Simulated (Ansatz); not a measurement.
# Co3W2: one candidate of a structure search

Where does this trial cell of Co3W2 go when cell and atoms are let free?

Computed with Ansatz 0.2.0 (DFT PBE, scalar-relativistic, plane waves, PAW, unless a step's input says otherwise).

## 1. The starting structure

Symmetry: I4/mmm, No. 139, tetragonal system. The conventional cell has a = 2.978 Å, b = 2.978 Å, c = 14.891 Å, α = 90.00°, β = 90.00°, γ = 90.00°. Co (site symmetry 4/mmm) has 8 W at 2.58 Å as nearest neighbours. Around Co (site symmetry 4mm) lie 4 W at 2.58 Å and 4 Co at 2.58 Å. Around W (site symmetry 4mm) lie 8 Co at 2.58 Å.

Coordinates:

```
CELL_PARAMETERS angstrom
-1.48914 1.48914 7.44570
1.48914 -1.48914 7.44570
1.48914 1.48914 -7.44570
ATOMIC_POSITIONS crystal
Co 0.50000 0.50000 0.00000
Co 0.70000 0.70000 0.00000
Co 0.30000 0.30000 0.00000
W 0.90000 0.90000 0.00000
W 0.10000 0.10000 0.00000
```

The start is an ordering of an alloy on its end members' structure types: elements ordered on the sites of the W type, Co/W on W (I4/mmm, No. 139).

## 2. Probe: one point on a coarse mesh

The input, input.yaml:

```yaml
crystal:
  lattice:
    - [-1.48913941, 1.48913941, 7.44569703]
    - [1.48913941, -1.48913941, 7.44569703]
    - [1.48913941, 1.48913941, -7.44569703]
  atoms:
    - { symbol: Co, position: [0.5, 0.5, 0.0], spin: 3.0 }
    - { symbol: Co, position: [0.7, 0.7, 0.0], spin: 3.0 }
    - { symbol: Co, position: [0.3, 0.3, 0.0], spin: 3.0 }
    - { symbol: W, position: [0.9, 0.9, 0.0] }
    - { symbol: W, position: [0.1, 0.1, 0.0] }
basis:
  ecutwfc: 420
kpoints:
  mp_grid: { grid: [8, 8, 8] }
hamiltonian:
  xc: pbe
scf:
  occupations: { method: gaussian, width: 0.1 }
  lower_state_search: "off"
output:
  forces: true
  stress: true
  eigenvalues: true
  populations: true
magnetization:
  spin_polarized: true
```

Started as:

```
ansatz run input.yaml --threads 4 --pin off --max-ram 8192MiB --backend cpu --events-out ev --progress --plain --runs-dir out
```

Output (excerpt; [...] marks lines left out):

```text
Warning: RAYON_NUM_THREADS=4 ignored (pool sized by the plan → 4); use --threads N
[...]
Pseudopotentials: kind: paw
Pseudopotential: Co, paw, valence charge 17, recommended cutoff 420 eV (normal), Co.paw.azcp
Pseudopotential: W, paw, valence charge 14, recommended cutoff 420 eV (normal), W.paw.azcp
Functional definition: PBE
[...]
Crystal: 5 atoms, lattice volume = 66.044 Å³
Basis set: ecut = 420 eV, 1253 PW (Γ), FFT grids on a1+a3, a2+a3, a3, exchange–correlation on 40×40×108 points (8 copies of the dense FFT grid, shifted against one another)
Bands: 53, of which v1, the nominal top of the filled ones, is band 40 counted from 1 (39 counted from 0)
Symmetry: 16 space group operations
Space group: I4/mmm (ITA 139), of the structure as read, at distance tolerance 4.0e-5 Å
Magnetic group: BNS 139.531 (UNI 1191), of the structure as read, at distance tolerance 4.0e-5 Å
k-points: 59 of 512
[...]
Starting moments: Σ|m| = 9 μB on 3 of 5 sites
[...]
SCF iter   1: F=—  HF=-36146.741930 eV  |F-HF|=—  |Δ(HF+E_count)|=         —  Δρ=1.66e-1 (↑1.03e-1 ↓1.66e-1)  dr2=9.36e0  dr2_m=1.01e1  M=4.285 μB ∫|m|=4.840 μB  β_m=0.30  ethr=3.10e-3  ⟨swp⟩=5.9  Hψ=20048  notcnv=0  defer=28
[...]
spin=Collinear: Kerker preconditioning applied to the charge; magnetization (m = ρ↑ − ρ↓) channel mixes plain (no charge-response kernel on spin).
[...]
SCF converged after 20 iterations
Magnetization: 4.2249 μB (41.6124 up, 37.3876 down)
Absolute magnetization: 4.3752 μB (∫|ρ↑−ρ↓|, with the PAW one-centre terms)
Spin contamination: 0.1122 ħ² per cell (⟨S²⟩ above its minimum at these occupations)
Per-site moments (μB) at R_I (Å): [(1.426731590777285, 1.0639468600875428), (1.2153858138870606, 1.0639468600875428), (1.2153858138870606, 1.0639468600875432), (0.15792384299055223, 1.0639468600875428), (0.15792384299055198, 1.0639468600875428)]
Free energy (F): -36147.003129 eV
[...]
E sigma→0 (E₀):  -36146.984088 eV
Entropy (-TS):   -0.038083 eV (-7.617 meV/atom)
Fermi energy:    20.131327 eV
[...]
--- Forces (eV/Å), atoms counted from 1 ---
  atom   1  Co    -0.00000000     0.00000000    -0.00000000
  atom   2  Co     0.00000000     0.00000000    -0.16018612
  atom   3  Co     0.00000000     0.00000000     0.16018612
  atom   4  W      0.00000000    -0.00000000    -1.38838651
  atom   5  W      0.00000000    -0.00000000     1.38838651
[...]
--- Stress (GPa, compression-positive) ---
       -0.942300       0.000000       0.000000
        0.000000      -0.942300      -0.000000
        0.000000       0.000000      -6.199297
  P = ⅓ Tr σ = -2.6946 GPa (-26.946 kbar)
--- Band table (eV; the first three rows and the last of 118) ---
[...]
--- Löwdin populations: 5 sites ---
  site symbol       q [e]    m [muB]
     0     Co     16.6482     1.3661
     1     Co     16.7096     1.2075
     2     Co     16.7096     1.2075
     3      W     13.9811     0.2513
     4      W     13.9811     0.2513
  spilling = 0.012281 (of n_electrons = 79.000000)
```

Wall time 9.3 s (4 threads of Arm Neoverse V2, shared host); peak memory 0.59 GiB.

Per atom:

```csv
atom,moment in the atom's sphere (μB),Löwdin electrons
Co1,1.43,16.65
Co2,1.22,16.71
Co3,1.22,16.71
W4,0.16,13.98
W5,0.16,13.98
```

The Löwdin counts miss 0.97 of the 79 electrons, which the atomic orbitals do not span, so they are no charges.

Read-out: pressure -2.7 GPa, largest force 1.39 eV/Å, gap on this mesh none (metal). A cheap, loose relaxation comes first.

## 3. Rough relaxation on the coarse mesh

input.yaml: that of step 2 with these lines changed.

```diff
@@ -27 +27,6 @@
   spin_polarized: true
+relax:
+  adjacent_minimum: "off"
+  f_tol: 0.04
+  max_steps: 70
+  cell: { stress_tol: 0.4 }
```

Started as:

```
ansatz run input.yaml --threads 4 --pin off --max-ram 8192MiB --backend cpu --events-out ev --progress --plain --runs-dir out
```

Output:

```text
Warning: RAYON_NUM_THREADS=4 ignored (pool sized by the plan → 4); use --threads N
basis.fft_grid_basis auto: the FFT boxes are laid along the combinations [[1, 0, 1], [0, 1, 1], [0, 0, 1]] of the cell's own vectors, 2.978, 2.978 and 7.738 Å long. The dense box has 20×20×54 points. Along the cell's own vectors, as sized, it would have 54×54×54, 7.29 times as many. Of the 16 symmetry operations that the crystal satisfies within crystal.symmetry.tolerance (time reversal apart; of a slab, those that keep its plane) the dense box along the cell's own vectors carries 16, and the one as laid loses 12 of those. basis.fft_grid_basis: typed keeps the cell's own vectors: state it where this run's energies or levels are differenced outside the engine with another run's, or held beside a run that keeps those vectors.
Engine: ansatz 0.2.0, aarch64-unknown-linux-gnu
[... 4 set-up lines as earlier in the session ...]
  parameter kappa = 0.804
  parameter beta = 0.06672455060314922
  exchange = pbe_x(kappa = kappa, mu = beta*pi^2/3)
  correlation = pbe_c(beta = beta)
Crystal: 5 atoms, lattice volume = 66.044 Å³
Basis set: ecut = 420 eV, 1253 PW (Γ), FFT grids on a1+a3, a2+a3, a3, exchange–correlation on 40×40×108 points (8 copies of the dense FFT grid, shifted against one another)
Bands: 53, of which v1, the nominal top of the filled ones, is band 40 counted from 1 (39 counted from 0)
[... 2 set-up lines as earlier in the session ...]
Magnetic group: BNS 139.531 (UNI 1191), of the structure as read, at distance tolerance 4.0e-5 Å
k-points: 59 of 512
Non-local potential: Co, projectors of the file, l = 0: 3, l = 1: 2, l = 2: 3, l = 3: 1
Non-local potential: W, projectors of the file, l = 0: 3, l = 1: 2, l = 2: 2, l = 3: 1
PAW form: soft (Blöchl's): semilocal exchange-correlation on the pseudo side does not see the compensation charge
PAW one-centre angular grid: Co, 590 points (default); XC on 64 Gauss nodes
PAW one-centre angular grid: W, 590 points (default); XC on 64 Gauss nodes
Initial density: superposition of atomic densities (chi_scale 0.1, normalization cell)
Starting moments: Σ|m| = 9 μB on 3 of 5 sites
Initial wavefunctions: pseudopotential atomic-orbital guess
Functional: x = pbe(κ = 0.804, μ = 0.2195149727645171), c = pbe(β = 0.06672455060314922)
SCF iter   1: F=—  HF=-36146.741930 eV  |F-HF|=—  |Δ(HF+E_count)|=         —  Δρ=1.66e-1 (↑1.03e-1 ↓1.66e-1)  dr2=9.36e0  dr2_m=1.01e1  M=4.285 μB ∫|m|=4.840 μB  β_m=0.30  ethr=3.10e-3  ⟨swp⟩=5.9  Hψ=20048  notcnv=0  defer=28
preconditioner: auto → Kerker (q_TF=auto, 2.811 Å⁻¹)  [metal: Δε(μ)=0.002 eV  Ē_g=7.483 eV  σ=0.100 eV  W_gap=0.01  n_scr=22 (ndim 8)  ℏωp=28.5 eV  f_vac=0.000  D(μ)=8.19/eV (n_scr^D=122)]
spin=Collinear: Kerker preconditioning applied to the charge; magnetization (m = ρ↑ − ρ↓) channel mixes plain (no charge-response kernel on spin).
SCF iter   2: F=—  HF=-36146.369154 eV  |F-HF|=—  |Δ(HF+E_count)|=   3.73e-1  Δρ=1.28e-1 (↑1.28e-1 ↓4.53e-2)  dr2=4.35e0  dr2_m=3.84e0  M=5.965 μB ∫|m|=6.443 μB  β_m=0.30  ethr=3.10e-3  ⟨swp⟩=2.4  Hψ=9644  notcnv=0  defer=514
SCF iter   3: F=—  HF=-36146.074702 eV  |F-HF|=—  |Δ(HF+E_count)|=   2.94e-1  Δρ=1.03e-1 (↑1.03e-1 ↓1.02e-1)  dr2=9.71e-1  dr2_m=6.11e0  M=5.354 μB ∫|m|=5.886 μB  β_m=0.30  ethr=3.10e-3  ⟨swp⟩=2.0  Hψ=8677  notcnv=0  defer=510
SCF iter   4: F=—  HF=-36146.321303 eV  |F-HF|=—  |Δ(HF+E_count)|=   2.47e-1  Δρ=9.09e-2 (↑6.63e-2 ↓9.09e-2)  dr2=8.65e-1  dr2_m=3.61e0  M=5.171 μB ∫|m|=5.689 μB  β_m=0.30  ethr=1.23e-3  ⟨swp⟩=2.1  Hψ=10398  notcnv=0  defer=510
SCF iter   5: F=—  HF=-36146.573591 eV  |F-HF|=—  |Δ(HF+E_count)|=   2.52e-1  Δρ=7.65e-2 (↑5.05e-2 ↓7.65e-2)  dr2=4.01e-1  dr2_m=2.42e0  M=4.968 μB ∫|m|=5.428 μB  β_m=0.30  ethr=1.09e-3  ⟨swp⟩=2.0  Hψ=6548  notcnv=0  defer=510
SCF iter   6: F=—  HF=-36146.720567 eV  |F-HF|=—  |Δ(HF+E_count)|=   1.47e-1  Δρ=4.80e-2 (↑4.80e-2 ↓3.94e-2)  dr2=9.15e-2  dr2_m=1.14e0  M=5.068 μB ∫|m|=5.485 μB  β_m=0.30  ethr=5.07e-4  ⟨swp⟩=2.0  Hψ=8167  notcnv=0  defer=514
Mixer restart at iter 6: flushing history
spin-set hold released at iteration 6 (the charge has settled, or the pull on large starting moments outlasts its swing): the magnetisation degrees of freedom join the quasi-Newton model from the next iteration; the mixer history was flushed
SCF iter   7: F=—  HF=-36146.815345 eV  |F-HF|=—  |Δ(HF+E_count)|=   9.48e-2  Δρ=4.71e-2 (↑3.38e-2 ↓4.71e-2)  dr2=1.31e-1  dr2_m=9.79e-1  M=4.833 μB ∫|m|=5.207 μB  β_m=0.65  ethr=1.16e-4  ⟨swp⟩=2.0  Hψ=8924  notcnv=0  defer=512
SCF iter   8: F=—  HF=-36146.966831 eV  |F-HF|=—  |Δ(HF+E_count)|=   1.51e-1  Δρ=3.04e-2 (↑3.04e-2 ↓2.69e-2)  dr2=6.95e-1  dr2_m=3.20e-1  M=4.784 μB ∫|m|=5.089 μB  β_m=0.68  ethr=1.16e-4  ⟨swp⟩=2.0  Hψ=12071  notcnv=0  defer=499
SCF iter   9: F=—  HF=-36147.408335 eV  |F-HF|=—  |Δ(HF+E_count)|=   4.42e-1  Δρ=1.06e-1 (↑3.98e-2 ↓1.06e-1)  dr2=1.64e1  dr2_m=8.00e-1  M=4.501 μB ∫|m|=4.724 μB  β_m=0.45  ethr=1.16e-4  ⟨swp⟩=2.1  Hψ=12294  notcnv=0  defer=512  recentre
SCF iter  10: F=—  HF=-36147.002759 eV  |F-HF|=—  |Δ(HF+E_count)|=   4.06e-1  Δρ=1.56e-2 (↑3.30e-3 ↓1.56e-2)  dr2=2.81e-1  dr2_m=3.90e-2  M=4.270 μB ∫|m|=4.468 μB  β_m=0.45  ethr=1.16e-4  ⟨swp⟩=2.1  Hψ=12109  notcnv=0  defer=512
SCF iter  11: F=—  HF=-36147.002044 eV  |F-HF|=—  |Δ(HF+E_count)|=   7.15e-4  Δρ=6.64e-3 (↑1.32e-3 ↓6.64e-3)  dr2=4.58e-2  dr2_m=7.55e-3  M=4.237 μB ∫|m|=4.403 μB  β_m=0.60  ethr=1.16e-4  ⟨swp⟩=1.0  Hψ=6464  notcnv=0  defer=504
SCF iter  12: F=—  HF=-36147.003275 eV  |F-HF|=—  |Δ(HF+E_count)|=   1.23e-3  Δρ=2.38e-3 (↑7.47e-4 ↓2.38e-3)  dr2=5.34e-3  dr2_m=8.14e-4  M=4.262 μB ∫|m|=4.415 μB  β_m=0.78  ethr=5.79e-5  ⟨swp⟩=1.0  Hψ=5748  notcnv=0  defer=504
SCF iter  13: F=—  HF=-36147.003225 eV  |F-HF|=—  |Δ(HF+E_count)|=   4.95e-5  Δρ=2.03e-3 (↑4.40e-4 ↓2.03e-3)  dr2=4.65e-3  dr2_m=4.65e-4  M=4.227 μB ∫|m|=4.378 μB  β_m=0.77  ethr=6.76e-6  ⟨swp⟩=1.2  Hψ=5796  notcnv=0  defer=504
SCF iter  14: F=—  HF=-36147.003121 eV  |F-HF|=—  |Δ(HF+E_count)|=   1.05e-4  Δρ=2.26e-4 (↑1.71e-4 ↓2.26e-4)  dr2=9.56e-5  dr2_m=6.26e-6  M=4.224 μB ∫|m|=4.373 μB  β_m=0.89  ethr=5.88e-6  ⟨swp⟩=1.0  Hψ=5748  notcnv=0  defer=504
SCF iter  15: F=—  HF=-36147.003132 eV  |F-HF|=—  |Δ(HF+E_count)|=   1.11e-5  Δρ=3.50e-4 (↑7.68e-5 ↓3.50e-4)  dr2=1.34e-4  dr2_m=1.31e-5  M=4.224 μB ∫|m|=4.374 μB  β_m=0.89  ethr=1.21e-7  ⟨swp⟩=1.3  Hψ=5868  notcnv=0  defer=504
SCF iter  16: F=—  HF=-36147.003129 eV  |F-HF|=—  |Δ(HF+E_count)|=   2.50e-6  Δρ=5.15e-5 (↑2.28e-5 ↓5.15e-5)  dr2=1.70e-6  dr2_m=4.82e-7  M=4.224 μB ∫|m|=4.374 μB  β_m=0.86  ethr=1.21e-7  ⟨swp⟩=1.0  Hψ=5750  notcnv=0  defer=504
SCF iter  17: F=—  HF=-36147.003129 eV  |F-HF|=—  |Δ(HF+E_count)|=   1.95e-7  Δρ=5.17e-5 (↑1.50e-5 ↓5.17e-5)  dr2=2.64e-6  dr2_m=2.46e-7  M=4.224 μB ∫|m|=4.374 μB  β_m=0.86  ethr=2.15e-9  ⟨swp⟩=2.0  Hψ=7575  notcnv=0  defer=504
SCF iter  18: F=—  HF=-36147.003129 eV  |F-HF|=—  |Δ(HF+E_count)|=   7.27e-8  Δρ=1.48e-5 (↑4.02e-6 ↓1.48e-5)  dr2=1.77e-7  dr2_m=2.18e-8  M=4.225 μB ∫|m|=4.375 μB  β_m=0.82  ethr=2.15e-9  ⟨swp⟩=1.1  Hψ=5770  notcnv=0  defer=504
SCF iter  19: F=—  HF=-36147.003129 eV  |F-HF|=—  |Δ(HF+E_count)|=   1.20e-9  Δρ=1.29e-5 (↑4.41e-6 ↓1.29e-5)  dr2=2.64e-7  dr2_m=1.16e-8  M=4.225 μB ∫|m|=4.375 μB  β_m=0.58  ethr=1.27e-10  ⟨swp⟩=10.3  Hψ=21976  notcnv=0
SCF iter  20: F=-36147.003129 eV  HF=-36147.003129 eV  |F-HF|=4.42e-8  |Δ(HF+E_count)|=   5.53e-9  Δρ=5.60e-6 (↑1.61e-6 ↓5.60e-6)  dr2=4.79e-8  dr2_m=2.52e-9  M=4.225 μB ∫|m|=4.375 μB  ethr=1.27e-10  ⟨swp⟩=2.0  Hψ=16111  notcnv=0
SCF 1 converged in 20 iterations: F = -36147.003129 eV  dr2 = 4.79e-8
relax step   1: F+E_penalty+E_count = -36147.00312930 eV  Δ(F+E_penalty+E_count) = +0.000e0 eV  max|allowed force component| = 1.388e0 eV/Å  Δτ_max = 0.0000 Å  P = -2.695 GPa  Ω = 66.044 Å³  (20 SCF iters, dr2 threshold 1.00e-7 eV, accepted)
[... from here on, the SCF cycles and remarks between the steps are left out ...]
relax step   2: F+E_penalty+E_count = -36147.32461971 eV  Δ(F+E_penalty+E_count) = -3.215e-1 eV  max|allowed force component| = 6.204e-1 eV/Å  Δτ_max = 0.1068 Å  P = -1.096 GPa  Ω = 64.993 Å³  energy of the carried Pulay correction = +7.959e-4 eV  (17 SCF iters, dr2 threshold 5.00e-7 eV, accepted)
relax step   3: F+E_penalty+E_count = -36147.45127210 eV  Δ(F+E_penalty+E_count) = -1.267e-1 eV  max|allowed force component| = 5.121e-1 eV/Å  Δτ_max = 0.0851 Å  P = +2.925 GPa  Ω = 63.823 Å³  energy of the carried Pulay correction = +1.696e-3 eV  (35 SCF iters, dr2 threshold 5.00e-7 eV, accepted)
relax step   4: F+E_penalty+E_count = -36147.47693986 eV  Δ(F+E_penalty+E_count) = -2.567e-2 eV  max|allowed force component| = 1.658e-1 eV/Å  Δτ_max = 0.0276 Å  P = -1.823 GPa  Ω = 64.863 Å³  energy of the carried Pulay correction = +8.951e-4 eV  (17 SCF iters, dr2 threshold 5.00e-7 eV, accepted)
relax step   5: F+E_penalty+E_count = -36147.48537012 eV  Δ(F+E_penalty+E_count) = -8.430e-3 eV  max|allowed force component| = 1.835e-2 eV/Å  Δτ_max = 0.0214 Å  P = +0.258 GPa  Ω = 64.378 Å³  energy of the carried Pulay correction = +1.267e-3 eV  (13 SCF iters, dr2 threshold 5.00e-7 eV, accepted)
relax step   6: F+E_penalty+E_count = -36147.48577911 eV  Δ(F+E_penalty+E_count) = -4.090e-4 eV  max|allowed force component| = 1.261e-2 eV/Å  Δτ_max = 0.0035 Å  P = +0.005 GPa  Ω = 64.437 Å³  energy of the carried Pulay correction = +1.221e-3 eV  (9 SCF iters, dr2 threshold 5.00e-7 eV, accepted)
relax step   7: F+E_penalty+E_count = -36147.48656424 eV  Δ(F+E_penalty+E_count) = -7.851e-4 eV  max|allowed force component| = 1.283e-2 eV/Å  Δτ_max = 0.0000 Å  P = +0.070 GPa  Ω = 64.437 Å³  stress off target by 1.26e-1 GPa  SCF on the basis re-selected at this cell (its energy is not comparable with the rows above)  (10 SCF iters)
basis re-selected at this cell: Δ(F+E_penalty+E_count) = -7.851e-4 eV, ΔP = +0.066 GPa vs the last step (what re-selecting the basis moved, of the pressure what is left beyond the Pulay correction that the steps carried, after the strain that the cell walked since its last selection, with what the two solves' SCF thresholds leave and, on support functions, any second-order correction that the steps lacked; it is no measure of the basis error at this ecutwfc). The dense FFT grid was sized anew with the basis: this SCF ran on 24×24×48 points, the steps before it on 20×20×54, so part of this shift can come from that change (see relax.cell in the input reference). This SCF's stress stands 1.26e-1 GPa from its target on what of the cell is left free (relax.cell.stress_tol is 4.00e-1 GPa) and its largest allowed force component is 1.28e-2 eV/Å (relax.f_tol is 4.00e-2 eV/Å): within both
SCF converged after 10 iterations
Magnetization: 1.5411 μB (40.2705 up, 38.7295 down)
Absolute magnetization: 2.0308 μB (∫|ρ↑−ρ↓|, with the PAW one-centre terms)
Spin contamination: 0.2964 ħ² per cell (⟨S²⟩ above its minimum at these occupations)
Per-site moments (μB) at R_I (Å): [(1.4830348062327328, 1.0914105784957469), (-0.10290895766111055, 1.0279321791510807), (-0.10290895766111105, 1.0279321791510805), (0.10014545117195177, 1.0279321791510805), (0.10014545117195185, 1.0279321791510807)]
Free energy (F): -36147.486564 eV
Harris-Foulkes:  -36147.486564 eV  (|F-HF|=1.66e-9)
Internal energy: -36147.464370 eV  (E = F + TS)
E sigma→0 (E₀):  -36147.475467 eV
Entropy (-TS):   -0.022194 eV (-4.439 meV/atom)
Fermi energy:    20.619882 eV
--- Per-component energies (eV) ---
  E_band       = -860.559438
  E_kinetic    = 2265.330264
  E_local      = -10416.514445  (includes V_loc(G=0)·N_el)
  E_nonlocal   = 1359.823438
  E_hartree    = 4370.867420
  E_xc         = -1011.997494
  E_vxc        = -1094.676758  (∫ρ·V_xc dr)
  E_paw        = -21669.844089  (= ΣΔE_a)
  E_vpaw       = -1716.258930  (= ΣTr[D̂ρ^β])
  E_aug_tail   = 0.000104  (compensation charges beyond the density's cutoff)
  E_ewald      = -11045.129568
  E_smearing   = -0.022194  (= −TS)
  E_closure    = -0.000000  (closes the sum)
  Σ components = -36147.486564   (vs F -36147.486564, Δ=0.00e0)
--- Forces (eV/Å), atoms counted from 1 ---
  atom   1  Co     0.00000000     0.00000000     0.00000000
  atom   2  Co     0.00000000     0.00000000    -0.01142739
  atom   3  Co    -0.00000000     0.00000000     0.01142739
  atom   4  W      0.00000000     0.00000000    -0.01283473
  atom   5  W      0.00000000    -0.00000000     0.01283473
  max |Σ_I F_I| component: 3.47e-18 eV/Å
--- Stress (GPa, compression-positive) ---
        0.126490       0.000000       0.000000
        0.000000       0.126490       0.000000
        0.000000      -0.000000      -0.042355
  P = ⅓ Tr σ = 0.0702 GPa (0.702 kbar)
--- Band table (eV; the first three rows and the last of 118) ---
  k-point 0 ↑: bands = ["-75.7175", "-74.2530", "-74.2283", "-53.6204", "-53.6124", "-38.9756", "-38.9756", "-38.9649", "-37.6544", "-37.6016", "-37.5223", "-37.5223", "-37.4473", "-37.4473", "-17.9432", "-17.7466", "-17.7466", "-17.7465", "-17.7316", "-17.7316", "11.2372", "14.0720", "15.4048", "15.5049", "15.7080", "15.9461", "16.9316", "17.9463", "17.9844", "17.9844", "18.0709", "18.6957", "18.9523", "18.9523", "18.9792", "18.9792", "19.3952", "19.5075", "19.9788", "20.4056", "21.0679", "21.2612", "21.2612", "21.6897", "21.6897", "23.3259", "23.4648", "23.9267", "27.5995", "30.4452", "30.4854", "30.4854", "30.6795"]
[... 3 lines left out ...]
--- Relaxed structure (6 steps of the walk, 6 accepted, 1 SCFs on fresh bases) ---
  F+E_penalty+E_count = -36147.48656424 eV   max|allowed force component| = 1.283e-2 eV/Å   (the final SCF, on the basis selected at the relaxed cell)
  cell:  # Å, volume = 64.4371 Å³
    - [-1.5380586494410053, 1.5380586494410053, 6.809737431421164]
    - [1.5380586494410053, -1.5380586494410053, 6.809737431421164]
    - [1.5380586494410053, 1.5380586494410053, -6.809737431421164]
  atoms:
    - { symbol: Co, position: [0.5, 0.5, 1.3190572367127379e-34] }
    - { symbol: Co, position: [0.6998885324959504, 0.6998885324959504, 8.669951631554758e-34] }
    - { symbol: Co, position: [0.30011146750404954, 0.30011146750404954, 6.790192606885516e-34] }
    - { symbol: W, position: [0.8893936850655723, 0.8893936850655723, -1.2871899465950753e-34] }
    - { symbol: W, position: [0.11060631493442767, 0.11060631493442767, -2.157329085526267e-34] }
--- Löwdin populations: 5 sites ---
  site symbol       q [e]    m [muB]
     0     Co     16.6391     1.4292
     1     Co     16.7845    -0.0981
     2     Co     16.7845    -0.0981
     3      W     13.9241     0.1609
     4      W     13.9241     0.1609
  spilling = 0.011945 (of n_electrons = 79.000000)
```

Wall time 61 s (4 threads of Arm Neoverse V2, shared host); peak memory 0.62 GiB.

The steps of the relaxation:

```csv
step,E - E(step 1) (eV/cell),largest force component (eV/Å),pressure (GPa),volume (Å³)
1,0.0000,1.3884,-2.69,66.04
2,-0.3215,0.6204,-1.10,64.99
3,-0.4481,0.5121,2.93,63.82
4,-0.4738,0.1658,-1.82,64.86
5,-0.4822,0.0184,0.26,64.38
6,-0.4827,0.0126,0.00,64.44
7,-0.4834,0.0128,0.07,64.44
```

Step 1 is the start. Step 7 repeats the geometry before it on a plane-wave basis chosen anew for that cell, so its energy need not be comparable with the rows above.

Lengths and angles in the start's conventional setting:

|  | before | after | change |
| --- | --- | --- | --- |
| a (Å) | 2.978 | 3.076 | +3.3 % |
| b (Å) | 2.978 | 3.076 | +3.3 % |
| c (Å) | 14.891 | 13.619 | -8.5 % |
| volume (Å³/atom) | 13.21 | 12.89 | -2.4 % |
| shortest distance (Å) | 2.579 | 2.492 | -3.4 % |
| space group (0.01 Å) | I4/mmm | I4/mmm | same |

Forces and stress were held to the start's 16 operations: a distortion of lower symmetry was not tested.

Site by site:

```csv
atom,moment in the atom's sphere (μB),Löwdin electrons
Co1,1.48,16.64
Co2,-0.10,16.78
Co3,-0.10,16.78
W4,0.10,13.92
W5,0.10,13.92
```

The Löwdin counts miss 0.94 of the 79 electrons, which the atomic orbitals do not span, so they are no charges.

[end of part 1 of 2]
